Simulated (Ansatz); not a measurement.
# Pb (fcc type): how the settings move a single-point run

How sensitive is a single-point run of Pb (fcc type) to its settings? A reference run comes first, then one run with altered input.

Program: Ansatz 0.2.0. Level of theory: reference: DFT, PBEsol, all-electron LAPW, scalar-relativistic. These are calculated values, not measurements.

1 further run of the same task is left out (it didn't finish). Runs told in other sessions of the task aren't counted.

### 1 The starting structure

Symmetry: Fm-3m, No. 225, cubic system. Conventional cell: a = 4.483 Å, b = 4.483 Å, c = 4.483 Å, α = 90.00°, β = 90.00°, γ = 90.00°. Pb (site symmetry m-3m) is surrounded by 12 Pb at 3.17 Å.

Structure file:

```cif
data_structure
_symmetry_space_group_name_H-M 'Fm-3m'
_symmetry_Int_Tables_number 225
_cell_length_a 4.4835
_cell_length_b 4.4835
_cell_length_c 4.4835
_cell_angle_alpha 90.000
_cell_angle_beta 90.000
_cell_angle_gamma 90.000
_cell_volume 90.12
loop_
_atom_site_label
_atom_site_type_symbol
_atom_site_symmetry_multiplicity
_atom_site_Wyckoff_symbol
_atom_site_fract_x
_atom_site_fract_y
_atom_site_fract_z
_atom_site_occupancy
Pb1 Pb 4 a 0.00000 0.00000 0.00000 1
```

### 2 The reference run

File input.yaml:

```yaml
crystal:
  lattice:
    - [0.0, 2.241730738, 2.241730738]
    - [2.241730738, 0.0, 2.241730738]
    - [2.241730738, 2.241730738, 0.0]
  atoms:
    - { symbol: Pb, position: [0.0, 0.0, 0.0] }
kpoints:
  mp_grid: { grid: [15, 15, 15] }
  band_path:
    path:
      - [0.0, 0.0, 0.0]
      - [0.5, 0.0, 0.5]
      - [0.625, 0.25, 0.625]
      - [0.375, 0.375, 0.75]
      - [0.0, 0.0, 0.0]
      - [0.5, 0.5, 0.5]
      - [0.5, 0.25, 0.75]
      - [0.5, 0.0, 0.5]
    npoints: 8
scf:
  occupations: { method: fermi_dirac, width: 0.1 }
hamiltonian:
  xc: pbesol
  pseudopotentials: { kind: all_electron, lapw: { basis_error: 0.001 } }
output:
  forces: true
  stress: true
  eigenvalues: true
  populations: true
  dos: { projected: true, de: 0.2, e_range: [-14, 8] }
```

Started as:

```console
ansatz run input.yaml --threads 1 --pin off --max-ram 2048MiB --backend cpu --events-out ev --progress --plain --runs-dir out
```

### 3 Variant: lower_state_search light

Edit input.yaml of step 2 so:

```diff
@@ -22,2 +22,3 @@
   occupations: { method: fermi_dirac, width: 0.1 }
+  lower_state_search: light
 hamiltonian:
@@ -30,2 +31 @@
   populations: true
-  dos: { projected: true, de: 0.2, e_range: [-14, 8] }
```

**Question.** What will these runs give? Wanted: for each run, ending; energy change; pressure; gap; force.

**Answer**, as computed:

| run | ending | energy change | pressure (GPa) | gap (eV) | force (eV/Å) | cycles | time |
| --- | --- | --- | --- | --- | --- | --- | --- |
| reference | converged | 0 | 27.5 | 0.00 | 0.00 | 7 | 16 s |
| 1: lower_state_search light | converged | 0.0 meV/atom | 27.5 | 0.00 | 0.00 | 7 | 16 s |

Times don't compare one to one where runs were asked for different outputs or read a saved state (see the inputs); cycles may leave out searches for a lower state.

Residual by cycle in the longest SCF loop of each run; runs are numbered as in the table. The quantity is the density residual dr2, in eV.

| cycle | reference | run 1 |
| --- | --- | --- |
| 1 | 0.00301 | 0.00301 |
| 2 | 0.00153 | 0.00153 |
| 3 | 8.1e-4 | 8.1e-4 |
| 4 | 2.7e-4 | 2.7e-4 |
| 5 | 3.6e-5 | 3.6e-5 |
| 6 | 2.0e-7 | 2.0e-7 |
| 7 | 1.8e-8 | 1.8e-8 |

**Reading.** The changed input (search for lower states) leaves the energy the same to the digits printed. The structure is not at rest: the sound run finds 28 GPa, so these are no properties of the relaxed crystal. 
